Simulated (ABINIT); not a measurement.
The system is Ho.

```
Ho
1.0
     3.57730    0.00000    0.00000
    -1.78865    3.09803    0.00000
     0.00000    0.00000    5.61580
Ho
2
Direct
  0.66667 0.33333 0.75000
  0.33333 0.66667 0.25000
```

Base run:

```yaml
Program: ABINIT 10.8.3 (patched build)
Functional: r2SCAN
Potentials_or_basis: Ansatz PAW PBE default generated set, frozen core
Cutoff: 490 eV
k_mesh: 9 × 9 × 5
Occupations: fermi-dirac, width 0.05 eV
Spin: collinear spin, ferromagnetic start
Starting_moments: "[4.0, 4.0] μB"
```

Its results: band gap on the k mesh none (metal or under the smearing width); pressure 1.9 GPa; net moment 9.12 μB per cell; site moments Ho +4.14 μB.

Question: The run is repeated on the same cell with these changes: potentials or basis from Ansatz PAW PBE default generated set, frozen core to JTH PAW PBE v2.0; cutoff from 490 eV to 653 eV; fine-grid cutoff from 979.61 eV to 1251.72 eV. What comes out?

Answer: Band gap on the k mesh none (metal or under the smearing width); pressure 2.6 GPa; net moment -0.25 μB per cell; site moments Ho -0.09 μB.

Caveats: the magnetic or orbital state may not be the lowest; the PAW data sets were made with another functional, which shifts forces and pressure a little; spin-orbit coupling is left out, which moves the levels of the heavy elements; the moment fell far below its start of 4 μB, so a state of higher moment may lie lower in energy (some runs).
